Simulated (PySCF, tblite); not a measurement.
**C₅H₆ClF₂ radical: geometry, infrared bands and EPR parameters**

Aim: predict the infrared bands and EPR parameters of C₅H₆ClF₂ radical (`C=[C][C@H](Cl)CC(F)F`).

Computed with tblite 0.8.0 and PySCF 2.14.0, with density-fitted response routines of our own, on a single molecule in the gas phase. Atoms count from 0, in the outputs and in this text.

### Step 1. Starting geometry

14 atoms, charge 0, multiplicity 2; geometry from: force field or distance geometry start.

Bonds of the start (Å): C0–C1 1.36, C1–C2 1.49, C2–Cl3 1.77, C2–C4 1.52, C4–C5 1.51, C5–F6 1.37, C5–F7 1.38, C0–H8 1.07, C0–H9 1.10, C2–H10 1.12, C4–H11 1.10, C4–H12 1.11, C5–H13 1.09.

### Step 2. Relaxing the molecule with GFN2-xTB

Job settings and geometry (Å):

```
{"job": {"kind": "relax", "xc": "GFN2-xTB", "basis": "xTB"}, "charge": 0, "multiplicity": 2}
C      2.520000     0.300400     0.716300
C      1.815500    -0.226100    -0.319100
C      0.425500     0.215100    -0.602100
Cl     0.323100     1.931500    -0.169800
C     -0.592900    -0.652400     0.122000
C     -2.020900    -0.242400    -0.151800
F     -2.893100    -1.054600     0.520200
F     -2.202200     1.035300     0.349700
H      3.521800    -0.017700     0.935000
H      2.063900     1.072500     1.361300
H      0.182200     0.143000    -1.691800
H     -0.410900    -0.587100     1.199900
H     -0.508800    -1.698500    -0.231800
H     -2.224100    -0.219400    -1.220000
```

Command:

```bash
$ OMP_NUM_THREADS=1 python probes_run.py task.json out
```

The driver reads the jobs from task.json and runs them one after another.

**Question.** This job is followed by: GFN2-xTB harmonic vibrations, gas phase; UKS B3LYP, pcH-1 on C Cl F H, non-relativistic, mean-field spin-orbit, GIAO. Predict these results of the whole session: strongest single infrared mode (GFN2-xTB); zero-point energy (GFN2-xTB); g(iso) (B3LYP); ⟨S²⟩; largest a(iso); surface potential, 1st and 99th percentile.

**Answer**, as computed:

| quantity | value |
| --- | --- |
| strongest single infrared mode (GFN2-xTB) | 1038 cm⁻¹, 142 km/mol |
| zero-point energy (GFN2-xTB) | 59.1 kcal/mol |
| g(iso) (B3LYP) | 2.00593 |
| ⟨S²⟩ | 0.761 (exact 0.75) |
| largest a(iso) | 1H on H9, 164.1 MHz |
| surface potential, 1st and 99th percentile | -0.81 V and 1.25 V |

In words: The optimisation took 140 steps and gained 0.731 eV; among the close pairs (by a distance rule), C2–Cl3 changed most, from 1.773 to 1.988 Å. All 36 modes are real, so the xTB geometry is a minimum. The strongest single mode, at 1038 cm⁻¹, moves mainly C5 and F7. Unscaled tight-binding wavenumbers are off by several per cent, some by more. Its intensities can rank the bands wrongly. C1 carries the largest spin population, 0.83 e. The isotropic g lies 3.6 ppt above the free-electron value.
